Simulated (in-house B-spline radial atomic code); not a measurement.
# Ba⁵²⁺: excited configurations in jj coupling

How much energy does it take to promote electrons of Ba⁵²⁺ to other shells? Each configuration is solved by itself and compared with the reference.

The numbers are computed with in-house B-spline radial atomic code version 1 (Dirac-Hartree-Fock, average of configuration, Fermi nucleus, basis-set limit), except any that are marked as measured or tabulated.

### 1 The system

```
element       : barium (Z = 56)
charge        : +52
electrons     : 4
configuration : 1s2 2s2
Hamiltonian   : Dirac-Coulomb
nucleus       : Fermi, rms radius 4.838 fm
```

The run's settings:

```ini
Z = 56
electrons = 4.0
configuration = 1s2 2s2
hamiltonian = dirac
method = hf
spin_polarised = False
nucleus = fermi
rms_radius = 4.8378
mass_number = 138
atomic_mass = 137.905247059
speed_of_light = 137.035999084
```

From the earlier run of the reference: total energy -4014.084292 hartree. Levels, eight at most:

| orbital | occupation | energy (eV) | <r> (bohr) |
| --- | --- | --- | --- |
| 1s1/2 | 2 | -42961.4 | 0.02543 |
| 2s1/2 | 2 | -10391.6 | 0.1034 |

### 2 Run with 1s2 2s1 4f-1

In configurations, a minus sign after the shell means j = l − 1/2 and a plus sign j = l + 1/2; the count of electrons follows.

The run's settings:

```ini
Z = 56
electrons = 4.0
configuration = 1s2 2s1 4f-1
hamiltonian = dirac
method = hf
spin_polarised = False
nucleus = fermi
rms_radius = 4.8378
mass_number = 138
atomic_mass = 137.905247059
speed_of_light = 137.035999084
```

### 3 Run with 1s2 2s1 3d+1

The settings differ from step 2 so:

```diff
@@ -2,3 +2,3 @@
 electrons = 4.0
-configuration = 1s2 2s1 4f-1
+configuration = 1s2 2s1 3d+1
 hamiltonian = dirac
```

### 4 Configuration 1s2 2s1 6s1

The settings differ from step 3 so:

```diff
@@ -2,3 +2,3 @@
 electrons = 4.0
-configuration = 1s2 2s1 3d+1
+configuration = 1s2 2s1 6s1
 hamiltonian = dirac
```

### 5 Configuration 1s2 2s1 3p+1

The settings differ from step 4 so:

```diff
@@ -2,3 +2,3 @@
 electrons = 4.0
-configuration = 1s2 2s1 6s1
+configuration = 1s2 2s1 3p+1
 hamiltonian = dirac
```

### 6 Run with 1s2 2s1 4p+1

The settings differ from step 5 so:

```diff
@@ -2,3 +2,3 @@
 electrons = 4.0
-configuration = 1s2 2s1 3p+1
+configuration = 1s2 2s1 4p+1
 hamiltonian = dirac
```

Q: How far above the reference does each configuration lie (order and size, in eV)?

**Answer**, as computed:

| net move | configuration | energy above the reference (eV) | with Breit, QED, recoil (eV) | largest <r> (bohr) |
| --- | --- | --- | --- | --- |
| 2s → 3p3/2 | 1s2 2s1 3p+1 | 6046.35 | 6033.61 | 0.229 |
| 2s → 3d5/2 | 1s2 2s1 3d+1 | 6112.81 | 6098.41 | 0.196 |
| 2s → 4p3/2 | 1s2 2s1 4p+1 | 7956.04 | 7942.22 | 0.425 |
| 2s → 4f5/2 | 1s2 2s1 4f-1 | 7988.75 | 7974.19 | 0.336 |
| 2s → 6s | 1s2 2s1 6s1 | 9292.85 | 9278.75 | 0.983 |

The lowest of them is 2s → 3p3/2 at 6046.35 eV and the highest 2s → 6s at 9292.85 eV. Two partly filled shells share a symmetry and can mix in the average, which may lower the energy, for: 2s → 6s. These are averages over configurations, without correlation, not spectroscopic levels.
